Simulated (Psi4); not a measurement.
# A workflow on BSiH2F2 (SMILES FB(F)[SiH2])

Aim: a geometry optimisation (doublet BSiH2F2, USVWN-RPA/def2-TZVP), then the energy (singlet [BSiH2F2]+, SVWN-RPA/def2-TZVP), then a structure relaxation (singlet [BSiH2F2]+, SVWN-RPA/def2-TZVP), then the energy (doublet BSiH2F2, USVWN-RPA/def2-TZVP) of BF2H2Si. 

The calculation is run with Psi4 1.11.

## 1. The system as given

BSiH2F2 has 6 atoms, charge 0, and is taken as a doublet. As SMILES, `FB(F)[SiH2]`. The shape is that of a GFN2-xTB (4 decimals) optimisation. The run starts from this shape.

Bond lengths: F1–B2 1.338 Å, B2–F3 1.338 Å, B2–Si4 1.901 Å, Si4–H5 1.459 Å, Si4–H6 1.459 Å. Angles: F1–B2–F3 112.7°, F1–B2–Si4 123.7°, F3–B2–Si4 123.6°, B2–Si4–H5 125.0°, B2–Si4–H6 125.1°, H5–Si4–H6 109.9°.

## 2. A geometry optimisation at USVWN-RPA/def2-TZVP (density fitting) (run 1)

bf2h2si.sdf reads:

```

     RDKit          3D

  6  5  0  0  0  0  0  0  0  0999 V2000
    1.1388   -0.6620    1.5751 F   0  0  0  0  0  0  0  0  0  0  0  0
    0.5290   -0.7325    0.3859 B   0  0  0  0  0  0  0  0  0  0  0  0
    0.7127   -1.9113   -0.2202 F   0  0  0  0  0  0  0  0  0  0  0  0
   -0.4908    0.6868   -0.3618 Si  0  0  0  0  0  3  0  0  0  0  0  0
   -1.1720    0.6378   -1.6505 H   0  0  0  0  0  0  0  0  0  0  0  0
   -0.7177    1.9811    0.2715 H   0  0  0  0  0  0  0  0  0  0  0  0
  2  1  1  0
  3  2  1  0
  4  2  1  0
  5  4  1  0
  6  4  1  0
M  RAD  1   4   2
M  END
$$$$
```

run.py reads:

```python
import psi4
from rdkit import Chem

psi4.set_memory('1600 MB')
psi4.set_num_threads(1)
psi4.core.set_output_file('run.log', False)

rd = Chem.SDMolSupplier('bf2h2si.sdf', removeHs=False, sanitize=False)[0]
xyz = rd.GetConformer().GetPositions()
atoms = '\n'.join(f'{a.GetSymbol()} {x:.4f} {y:.4f} {z:.4f}' for a, (x, y, z) in zip(rd.GetAtoms(), xyz))
molecule = psi4.geometry('0 2\n' + atoms + '\nsymmetry c1')

psi4.set_options({
    'basis': 'def2-TZVP',
    'reference': 'uks',
})

e_tot, wfn = psi4.optimize("svwn", return_wfn=True)
print('E =', round(e_tot, 9))
print(molecule.to_string(dtype='xyz', units='Angstrom'))
```

Launch:

```sh
$ python run.py
```

run.log:

```text
[...]
  Running in c1 symmetry.
[...]
  Nuclear repulsion =  137.985460234448652
[...]
  Multiplicity = 2
[...]
  Nalpha       = 20
  Nbeta        = 19
[...]
    Number of basis functions: 142
[...]
   @DF-UKS iter   1:  -513.30552145425031   -3.34899e-01   4.40004e-03 ADIIS/DIIS
[...]
   @DF-UKS iter   8:  -513.46835105711546   -6.82121e-13   1.91369e-09 DIIS
[...]
   @S^2 Observed:                7.519635009E-01
[...]
  @DF-UKS Final Energy:  -513.46835105711546
   => Energetics <=
    Nuclear Repulsion Energy =            137.5044627901988008
    One-Electron Energy =                -987.5587944556367574
    Two-Electron Energy =                 381.2195002343857482
    DFT Exchange-Correlation Energy =     -44.6335196260632543
    Empirical Dispersion Energy =           0.0000000000000000
    VV10 Nonlocal Energy =                  0.0000000000000000
    Total Energy =                       -513.4683510571154557
[...]
  -Total Gradient:
     Atom            X                  Y                   Z
    ------   -----------------  -----------------  -----------------
       1       -0.000043243379     0.000052120211    -0.000040972464
       2       -0.000009329365     0.000030961206    -0.000005105128
       3       -0.000042188786     0.000064154004    -0.000029374859
       4       -0.000048100370     0.000040720015    -0.000016514780
       5       -0.000027807713     0.000060256221    -0.000017205677
       6       -0.000035888687     0.000045841087    -0.000043852813
[...]
```

On the terminal:

```text
Some dependencies such as QCElemental have not yet finished migration to pydantic v2. If issues are encountered please downgrade pydantic or upgrade QCElemental as appropriate
	Previous geometry is closer to target in internal coordinates, so using that one.

	Best geometry has RMS(Delta(q)) = 7.30e-06

	Energy has increased in a minimization.
	Energy ratio indicates iffy step.
	Intrafrag trust radius decreased to   0.25.
	Previous geometry is closer to target in internal coordinates, so using that one.

	Best geometry has RMS(Delta(q)) = 1.00e-06

	Previous geometry is closer to target in internal coordinates, so using that one.

	Best geometry has RMS(Delta(q)) = 3.14e-07

	Previous geometry is closer to target in internal coordinates, so using that one.

	Best geometry has RMS(Delta(q)) = 2.54e-07

Optimizer: Optimization complete!
E = -513.468351057
6
0 2 BF2H2Si
F                     0.815096832915    -0.203913604108     1.347192505715
B                     0.230747638260    -0.321966976565     0.169936074467
F                     0.385374410598    -1.467866226505    -0.465991141894
Si                   -0.816260406019     1.137675731938    -0.599862800031
H                    -1.485262469783     1.019474238043    -1.919410054043
H                    -1.006192284352     2.430638130917     0.103639094754
```

It took 2.3 min on 1 thread of AMD EPYC, shared host; peak memory 0.47 GiB.

Steps, from the record of the run:

| step | energy from the first frame kept (eV) | largest force (eV/Å) |
| --- | --- | --- |
| 0 | 0.0000 | 2.0855 |
| 1 | -0.0697 | 0.7045 |
| 2 | -0.0771 | 0.1738 |
| 3 | -0.0605 | 0.5640 |
| 4 | -0.0796 | 0.0213 |
| 5 | -0.0796 | 0.0113 |
| 6 | -0.0796 | 0.0042 |

After the run. Bond lengths: F1–B2 1.320 Å, B2–F3 1.320 Å, B2–Si4 1.954 Å, Si4–H5 1.484 Å, Si4–H6 1.484 Å. Angles: F1–B2–F3 117.1°, F1–B2–Si4 121.5°, F3–B2–Si4 121.4°, B2–Si4–H5 122.2°, B2–Si4–H6 122.2°, H5–Si4–H6 115.7°.

## 3. The singlet cation: the energy at SVWN-RPA/def2-TZVP (density fitting) (run 2)

job.dat reads:

```
memory 1.6 GB

molecule m {
  1 1
  F      1.136146    -0.648210     1.581087
  B      0.551811    -0.766264     0.403823
  F      0.706448    -1.912163    -0.232102
  Si    -0.495190     0.693377    -0.365988
  H     -1.164175     0.575175    -1.685544
  H     -0.685132     1.986339     0.337512
}

set {
  basis def2-TZVP
}

energy('svwn')
print_variables()
```

Launch:

```sh
$ psi4 job.dat job.out -n 1
```

job.out:

```text
[...]
  Running in c1 symmetry.
[...]
  Nuclear repulsion =  137.504456620853716
[...]
  Multiplicity = 1
[...]
  Nalpha       = 19
  Nbeta        = 19
[...]
    Number of basis functions: 142
[...]
   @DF-RKS iter   1:  -513.05019520116377   -8.41214e-02   3.62756e-03 ADIIS/DIIS
[...]
   @DF-RKS iter   9:  -513.13510248071077   -6.95547e-09   3.25963e-07 DIIS
[...]
  @DF-RKS Final Energy:  -513.13510248071077
   => Energetics <=
    Nuclear Repulsion Energy =            137.5044566208537162
    One-Electron Energy =                -978.0982044740217134
    Two-Electron Energy =                 371.7882821226961596
    DFT Exchange-Correlation Energy =     -44.3296367502389685
    Empirical Dispersion Energy =           0.0000000000000000
    VV10 Nonlocal Energy =                  0.0000000000000000
    Total Energy =                       -513.1351024807107706
[...]
 Multipole Moments:
 ------------------------------------------------------------------------------------
     Multipole            Electronic (a.u.)      Nuclear  (a.u.)        Total (a.u.)
 ------------------------------------------------------------------------------------
 L = 1.  Multiply by 2.5417464519 to convert [e a0] to [Debye]
 Dipole X            :          2.2862369           -3.7059564           -1.4197195
 Dipole Y            :         -3.1621694            5.1432986            1.9811293
 Dipole Z            :          1.6638227           -2.7086976           -1.0448749
 Magnitude           :                                                    2.6518371
[...]
```

Wall time 12 s (1 thread of AMD EPYC, shared host); peak memory 0.37 GiB.

## 4. The singlet cation: a structure relaxation at SVWN-RPA/def2-TZVP (density fitting) (run 3)

bf2h2si.xyz reads:

```xyz
6
BF2H2Si
F      1.136146    -0.648210     1.581087
B      0.551811    -0.766264     0.403823
F      0.706448    -1.912163    -0.232102
Si    -0.495190     0.693377    -0.365988
H     -1.164175     0.575175    -1.685544
H     -0.685132     1.986339     0.337512
```

job.py reads:

```python
import psi4

psi4.set_memory('1600 MB')
psi4.set_num_threads(1)
psi4.core.set_output_file('bf2h2si.out', False)

with open('bf2h2si.xyz') as f:
    atoms = ''.join(f.readlines()[2:])
m = psi4.geometry('1 1\n' + atoms + 'symmetry c1')

result = psi4.optimize("svwn/def2-TZVP")
print(f'total energy {result:.8f} hartree = {result * 27.211386:.5f} eV')
print(m.to_string(dtype='xyz', units='Angstrom'))
```

Launch:

```sh
$ python job.py
```

bf2h2si.out:

```text
[...]
  Running in c1 symmetry.
[...]
  Nuclear repulsion =  137.504456620853716
[...]
  Multiplicity = 1
[...]
  Nalpha       = 19
  Nbeta        = 19
[...]
    Number of basis functions: 142
[...]
   @DF-RKS iter   1:  -513.05019520116377   -8.41214e-02   3.62756e-03 DIIS/ADIIS
[...]
   @DF-RKS iter   6:  -513.14087917127699   -1.28580e-10   7.12045e-09 DIIS
[...]
  @DF-RKS Final Energy:  -513.14087917127699
   => Energetics <=
    Nuclear Repulsion Energy =            136.5408745048657693
    One-Electron Energy =                -976.1191457499994613
    Two-Electron Energy =                 370.7710793382660199
    DFT Exchange-Correlation Energy =     -44.3336872644093702
    Empirical Dispersion Energy =           0.0000000000000000
    VV10 Nonlocal Energy =                  0.0000000000000000
    Total Energy =                       -513.1408791712769926
[...]
  -Total Gradient:
     Atom            X                  Y                   Z
    ------   -----------------  -----------------  -----------------
       1       -0.000042671342     0.000084126849    -0.000011929415
       2       -0.000061231848     0.000083805940    -0.000040405404
       3       -0.000054939777     0.000050724751    -0.000060917544
       4        0.000011596464    -0.000004692273     0.000000439295
       5       -0.000029639628     0.000032872363    -0.000022379425
       6       -0.000028426307     0.000039086414    -0.000014747754
[...]
```

Standard output:

```text
Some dependencies such as QCElemental have not yet finished migration to pydantic v2. If issues are encountered please downgrade pydantic or upgrade QCElemental as appropriate
	Previous geometry is closer to target in internal coordinates, so using that one.

	Best geometry has RMS(Delta(q)) = 1.36e-04

	Energy has increased in a minimization.
	Energy ratio indicates iffy step.
	Intrafrag trust radius decreased to   0.25.
	Energy has increased in a minimization.
	Energy ratio indicates iffy step.
	Intrafrag trust radius decreased to  0.188.
	Previous geometry is closer to target in internal coordinates, so using that one.

	Best geometry has RMS(Delta(q)) = 1.18e-05

	Previous geometry is closer to target in internal coordinates, so using that one.

	Best geometry has RMS(Delta(q)) = 8.83e-08

Optimizer: Optimization complete!
total energy -513.14087917 hartree = -13963.27454 eV
6
1 1 BF2H2Si
F                     0.815838401502    -0.186914353455     1.359139602572
B                     0.279425767043    -0.388049710540     0.204432835359
F                     0.379018845105    -1.472637328651    -0.484995840321
Si                   -0.830847102602     1.153972494754    -0.607847295809
H                    -1.496726332324     1.036500059280    -1.934170353736
H                    -1.015728563910     2.452583723174     0.096252134660
```

It took 1.8 min on 1 thread of AMD EPYC, shared host; peak memory 0.44 GiB.

Step by step:

| step | energy from the first frame kept (eV) | largest force (eV/Å) |
| --- | --- | --- |
| 0 | 0.0000 | 3.5439 |
| 1 | -0.1323 | 1.2765 |
| 2 | 0.0078 | 1.3184 |
| 3 | -0.1134 | 0.7163 |
| 4 | -0.1457 | 0.3014 |
| 5 | -0.0402 | 1.1403 |
| 6 | -0.1198 | 0.4851 |
| 7 | -0.1571 | 0.0270 |
| 8 | -0.1572 | 0.0057 |

After the run. Bond lengths: F1–B2 1.289 Å, B2–F3 1.289 Å, B2–Si4 2.066 Å, Si4–H5 1.489 Å, Si4–H6 1.489 Å. Angles: F1–B2–F3 125.3°, F1–B2–Si4 117.3°, F3–B2–Si4 117.3°, B2–Si4–H5 122.1°, B2–Si4–H6 122.1°, H5–Si4–H6 115.8°.

## 5. The energy at USVWN-RPA/def2-TZVP (density fitting) (run 4)

bf2h2si.sdf reads:

```

     RDKit          3D

  6  5  0  0  0  0  0  0  0  0999 V2000
    1.1369   -0.6312    1.5930 F   0  0  0  0  0  0  0  0  0  0  0  0
    0.6005   -0.8323    0.4383 B   0  0  0  0  0  0  0  0  0  0  0  0
    0.7001   -1.9169   -0.2511 F   0  0  0  0  0  0  0  0  0  0  0  0
   -0.5098    0.7097   -0.3740 Si  0  0  0  0  0  3  0  0  0  0  0  0
   -1.1757    0.5922   -1.7003 H   0  0  0  0  0  0  0  0  0  0  0  0
   -0.6947    2.0083    0.3301 H   0  0  0  0  0  0  0  0  0  0  0  0
  2  1  1  0
  3  2  1  0
  4  2  1  0
  5  4  1  0
  6  4  1  0
M  RAD  1   4   2
M  END
$$$$
```

job.py reads:

```python
import psi4
from rdkit import Chem

psi4.set_memory(1600000000)
psi4.set_num_threads(1)
psi4.set_output_file('psi4.out', False)

rd = Chem.SDMolSupplier('bf2h2si.sdf', removeHs=False, sanitize=False)[0]
xyz = rd.GetConformer().GetPositions()
atoms = '\n'.join(f'{a.GetSymbol()} {x:.4f} {y:.4f} {z:.4f}' for a, (x, y, z) in zip(rd.GetAtoms(), xyz))
mol = psi4.geometry('0 2\n' + atoms + '')

psi4.set_options({
    'reference': 'uks',
})

e = psi4.energy('svwn/def2-TZVP')
print('E =', round(e, 9))
for k, v in sorted(psi4.core.scalar_variables().items()):
    print(f'{k:45s} {v:18.10f}')
```

Launch:

```sh
$ python job.py
```

psi4.out:

```text
[...]
  Running in c1 symmetry.
[...]
  Nuclear repulsion =  136.541296759630541
[...]
  Multiplicity = 2
[...]
  Nalpha       = 20
  Nbeta        = 19
[...]
    Number of basis functions: 142
[...]
   @DF-UKS iter   1:  -513.31101345745367   -3.46897e-01   4.40909e-03 DIIS/ADIIS
[...]
   @DF-UKS iter   8:  -513.46222006136929   -1.33052e-07   8.31313e-07 DIIS
[...]
   @S^2 Observed:                7.521369805E-01
[...]
  @DF-UKS Final Energy:  -513.46222006136929
   => Energetics <=
    Nuclear Repulsion Energy =            136.5412967596305407
    One-Electron Energy =                -985.4264189778475611
    Two-Electron Energy =                 380.0527682930903666
    DFT Exchange-Correlation Energy =     -44.6298661362426401
    Empirical Dispersion Energy =           0.0000000000000000
    VV10 Nonlocal Energy =                  0.0000000000000000
    Total Energy =                       -513.4622200613692939
[...]
 Multipole Moments:
 ------------------------------------------------------------------------------------
     Multipole            Electronic (a.u.)      Nuclear  (a.u.)        Total (a.u.)
 ------------------------------------------------------------------------------------
 L = 1.  Multiply by 2.5417464519 to convert [e a0] to [Debye]
 Dipole X            :          3.6231197           -3.7672073           -0.1440876
 Dipole Y            :         -5.0314364            5.2316258            0.2001893
 Dipole Z            :          2.6504818           -2.7558679           -0.1053860
 Magnitude           :                                                    0.2682223
[...]
```

On the terminal:

```text
E = -513.462220061
CURRENT ENERGY                                   -513.4622200614
CURRENT REFERENCE ENERGY                         -513.4622200614
DD SOLVATION ENERGY                                 0.0000000000
DFT FUNCTIONAL TOTAL ENERGY                      -513.4622200614
DFT TOTAL ENERGY                                 -513.4622200614
DFT VV10 ENERGY                                     0.0000000000
DFT XC ENERGY                                     -44.6298661362
GRID ELECTRONS ALPHA                               20.0000002619
GRID ELECTRONS BETA                                18.9999949646
GRID ELECTRONS TOTAL                               38.9999952265
NUCLEAR REPULSION ENERGY                          136.5412967596
ONE-ELECTRON ENERGY                              -985.4264189778
PCM POLARIZATION ENERGY                             0.0000000000
PE ENERGY                                           0.0000000000
SCF ITERATION ENERGY                             -513.4622200614
SCF ITERATIONS                                      8.0000000000
SCF TOTAL ENERGY                                 -513.4622200614
TWO-ELECTRON ENERGY                               380.0527682931
XC GRID RADIAL POINTS                              75.0000000000
XC GRID SPHERICAL POINTS                          302.0000000000
XC GRID TOTAL POINTS                           130730.0000000000
```

It took 17 s on 1 thread of AMD EPYC, shared host; peak memory 0.4 GiB.

## 6. Outcome

| quantity | value |
| --- | --- |
| run 1, USVWN-RPA/def2-TZVP: total energy at the end | -513.46835 Eh |
| run 1, USVWN-RPA/def2-TZVP: dipole moment | 1.52 D |
| run 1, USVWN-RPA/def2-TZVP: HOMO energy (highest over α and β) | -5.80 eV |
| run 1, USVWN-RPA/def2-TZVP: LUMO energy (lowest over α and β) | -4.84 eV |
| run 1, USVWN-RPA/def2-TZVP: ⟨S²⟩ | 0.752 |
| singlet cation, run 2: total energy | -513.13510 Eh |
| singlet cation, run 2: HOMO energy | -15.40 eV |
| singlet cation, run 2: LUMO energy | -12.33 eV |
| singlet cation, run 2: HOMO–LUMO gap | 3.07 eV |
| singlet cation, run 3: total energy at the end | -513.14088 Eh |
| singlet cation, run 3: HOMO energy | -14.94 eV |
| singlet cation, run 3: LUMO energy | -11.99 eV |
| singlet cation, run 3: HOMO–LUMO gap | 2.95 eV |
| run 4, USVWN-RPA/def2-TZVP: total energy | -513.46222 Eh |
| run 4, USVWN-RPA/def2-TZVP: dipole moment | 0.68 D |
| run 4, USVWN-RPA/def2-TZVP: HOMO energy (highest over α and β) | -5.49 eV |
| run 4, USVWN-RPA/def2-TZVP: LUMO energy (lowest over α and β) | -4.53 eV |
| adiabatic ionisation energy (to the singlet cation, no zero-point term) | 8.911 eV |

**Reading.** The adiabatic ionisation energy (to the singlet cation, no zero-point term) is 8.91 eV (205 kcal/mol). The optimisation (run 1, USVWN-RPA/def2-TZVP) took 7 steps and changed the energy by -0.080 eV. The optimisation (singlet cation, run 3) took 9 steps and changed the energy by -0.157 eV.
